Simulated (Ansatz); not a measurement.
# SbAu2: the cost of one run

Program: Ansatz 0.2.0. Level of theory: DFT PBE, scalar-relativistic, plane waves, PAW. These are calculated values, not measurements.

The COD entry's cell or inner coordinates are ideal or old and differ from later refinements, so a difference from it is no clean test against experiment.

## Step 1: The starting structure

It takes space group Pn-3m (No. 224, cubic). Conventional cell: a = 5.268 Å, b = 5.268 Å, c = 5.268 Å, α = 90.00°, β = 90.00°, γ = 90.00°. Sb (site symmetry -43m) has 4 Au at 2.28 Å as nearest neighbours. Au (site symmetry -3m) is surrounded by 2 Sb at 2.28 Å.

As a file:

```xyz
6
Lattice="5.2677 0.0000 0.0000 0.0000 5.2677 0.0000 0.0000 0.0000 5.2677" Properties=species:S:1:pos:R:3 pbc="T T T"
Sb    0.0000    0.0000    0.0000
Sb    2.6338    2.6338    2.6338
Au    1.3169    1.3169    1.3169
Au    1.3169    3.9507    3.9507
Au    3.9507    3.9507    1.3169
Au    3.9507    1.3169    3.9507
```

(A quick probe on a coarse mesh, which set the mesh and smearing, is not shown.)

## Step 3: Coarse relaxation

The input, input.yaml:

```yaml
crystal:
  lattice:
    - [5.2676554, 0.0, 0.0]
    - [0.0, 5.2676554, 0.0]
    - [0.0, 0.0, 5.2676554]
  atoms:
    - { symbol: Sb, position: [0.0, 0.0, 0.0] }
    - { symbol: Sb, position: [0.5, 0.5, 0.5] }
    - { symbol: Au, position: [0.25, 0.25, 0.25] }
    - { symbol: Au, position: [0.25, 0.75, 0.75] }
    - { symbol: Au, position: [0.75, 0.75, 0.25] }
    - { symbol: Au, position: [0.75, 0.25, 0.75] }
basis:
  ecutwfc: 420
kpoints:
  mp_grid: { grid: [4, 4, 4] }
hamiltonian:
  xc: pbe
scf:
  occupations: { method: gaussian, width: 0.1 }
  lower_state_search: "off"
output:
  forces: true
  stress: true
  eigenvalues: true
relax:
  adjacent_minimum: "off"
  f_tol: 0.04
  max_steps: 70
  cell: { stress_tol: 0.4 }
```

On the command line:

```
$ ansatz run input.yaml --threads 1 --pin off --max-ram 2560MiB --backend cpu --events-out ev --progress --plain --runs-dir out
```

What time and memory should one allow on 1 thread of Arm Neoverse V2, shared host?

About 51 s, with a peak of 0.49 GiB.
